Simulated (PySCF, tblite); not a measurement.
**C₆H₁₃N₂+: geometry, infrared bands, NMR shifts, electronic excitations and core binding energies**

Aim: predict the infrared bands, NMR shifts, electronic excitations and core binding energies of C₆H₁₃N₂+ (`C=NC1C[N+](C)(C)C1`).

Computed with tblite 0.8.0 and PySCF 2.14.0, with density-fitted response routines of our own, on a single molecule in the gas phase. Atoms are numbered from 0 throughout.

**1. The starting structure**

21 atoms, charge 1, multiplicity 1; geometry from: force field or distance geometry start.

Bonds of the start (Å): C0–N1 1.30, N1–C2 1.46, C2–C3 1.55, C3–N4 1.47, N4–C5 1.49, N4–C6 1.48, N4–C7 1.49, C7–C2 1.56, C0–H8 1.10, C0–H9 1.10, C2–H10 1.09, C3–H11 1.10, C3–H12 1.11, C5–H13 1.09, C5–H14 1.10, C5–H15 1.10, C6–H16 1.09, C6–H17 1.10, C6–H18 1.09, C7–H19 1.10, C7–H20 1.09.

**2. Optimising the geometry with GFN2-xTB**

Job settings and geometry (Å):

```
{"job": {"kind": "relax", "xc": "GFN2-xTB", "basis": "xTB"}, "charge": 1, "multiplicity": 1}
C      3.268300    -0.404700    -0.053100
N      2.077000     0.040100     0.238100
C      0.978800    -0.601200    -0.473300
C     -0.178800    -0.999200     0.473300
N     -0.937900     0.208600     0.111800
C     -0.800600     1.272800     1.139800
C     -2.311100    -0.107300    -0.350200
C     -0.015000     0.459700    -1.032100
H      4.148300     0.022000     0.451300
H      3.447100    -1.195700    -0.791400
H      1.250100    -1.376200    -1.196900
H     -0.670300    -1.949000     0.196100
H      0.077500    -1.074400     1.553900
H     -1.353000     0.958900     2.025000
H     -1.227700     2.206000     0.744200
H      0.251400     1.433300     1.415800
H     -2.286000    -0.897100    -1.101200
H     -2.890300    -0.447800     0.521800
H     -2.756700     0.800400    -0.759800
H     -0.433600     0.180500    -2.006400
H      0.353500     1.487200    -1.107200
```

Command:

```
> OMP_NUM_THREADS=1 python probes_run.py task.json out
```

The driver reads the jobs from task.json and runs them one after another.

**Question.** This job is followed by: GFN2-xTB harmonic vibrations, gas phase; PBE0-D3(BJ)/def2-SVP geometry optimisation, gas phase; GIAO PBE0/pcSseg-1 NMR shielding, non-relativistic, gas phase; TDDFT CAM-B3LYP/def2-SVPD, vertical, gas phase, core orbitals frozen in the response; GIAO KT3/pcSseg-1 NMR shielding, non-relativistic, gas phase; delta-SCF UKS SCAN, pcX-2 on the ionised atom, pcseg-1 elsewhere, spin-free X2C. Predict these results of the whole session: strongest single infrared mode (GFN2-xTB); zero-point energy (GFN2-xTB); point group; rotational constants (main isotopes); ¹³C shifts against TMS (PBE0/pcSseg-1, means over atoms taken as alike); ¹H shifts against TMS (PBE0/pcSseg-1, means over atoms taken as alike); ¹⁵N shifts against NH3 (PBE0/pcSseg-1); lowest singlet (CAM-B3LYP/def2-SVPD); brightest single state of those computed; lowest triplet; vertical ionisation energy (ΔSCF); vertical electron affinity (ΔSCF); C1s binding energies, SCAN/pcX-2; N1s binding energies, SCAN/pcX-2; range of the shift of N1.

The runs gave:

```
                                                               quantity                                                     value
                              strongest single infrared mode (GFN2-xTB)                                      2939 cm⁻¹, 52 km/mol
                                           zero-point energy (GFN2-xTB)                                            116.5 kcal/mol
                                                            point group                                                        Cs
                                   rotational constants (main isotopes)                                      4.62, 1.33, 1.24 GHz
¹³C shifts against TMS (PBE0/pcSseg-1, means over atoms taken as alike)                         170.7, 73.9, 58.6, 55.0, 54.7 ppm
 ¹H shifts against TMS (PBE0/pcSseg-1, means over atoms taken as alike)              7.79, 7.74, 4.39, 3.92, 3.72, 3.72, 3.05 ppm
                                 ¹⁵N shifts against NH3 (PBE0/pcSseg-1)                                           381.1, 73.8 ppm
                                   lowest singlet (CAM-B3LYP/def2-SVPD)                               5.17 eV (240 nm), f = 0.001
                               brightest single state of those computed                               state 4, 8.18 eV, f = 0.322
                                                         lowest triplet                                                   4.39 eV
                                      vertical ionisation energy (ΔSCF)                                                  13.79 eV
                                      vertical electron affinity (ΔSCF)                                                   2.38 eV
                                       C1s binding energies, SCAN/pcX-2  C6 296.70, C3 296.53, C5 296.40, C2 296.22, C0 295.64 eV
                                       N1s binding energies, SCAN/pcX-2                                   N4 412.47, N1 408.99 eV
                                               range of the shift of N1                                        351.2 to 381.1 ppm
```

What this shows: Over 58 steps the energy fell by 0.275 eV; of the close pairs, C0–N1 changed most, 1.305 to 1.254 Å (GFN2-xTB). No mode is imaginary among the 57: a minimum at this level. The strongest single mode, at 2939 cm⁻¹, moves mainly H9. GFN2-xTB is a fitted tight-binding method: band positions and strengths are rough. Its intensities can rank the bands wrongly. Over 4 steps the energy fell by 0.080 eV; of the close pairs, N4–C7 changed most, 1.494 to 1.518 Å (PBE0/def2-SVP). No frequency check was run at this level, so the end point may be a saddle. At PBE0/pcSseg-1: Shielding is most anisotropic at N1 (span 668 ppm, paramagnetic term -444 ppm). The lowest singlet, at 5.17 eV, is HOMO→LUMO 0.98 and is weak; of the 10 states computed, the strongest absorption comes from state 4 at 8.18 eV. The lowest triplet lies 0.78 eV below the lowest singlet (triplets in Tamm-Dancoff, singlets in full TDDFT). ΔSCF puts the ionisation energy at 13.79 eV, 0.82 eV above −ε(HOMO). C6 (methyl carbon bonded to N) binds its C1s electron 1.07 eV more tightly than C0 (C=N carbon). N4 (ammonium nitrogen) binds its N1s electron 3.49 eV more tightly than N1 (imine nitrogen). In ppm, N1 moves most: its shift spreads over 29.9 ppm, from 351.2 (KT3/pcSseg-1) to 381.1 (PBE0/pcSseg-1).
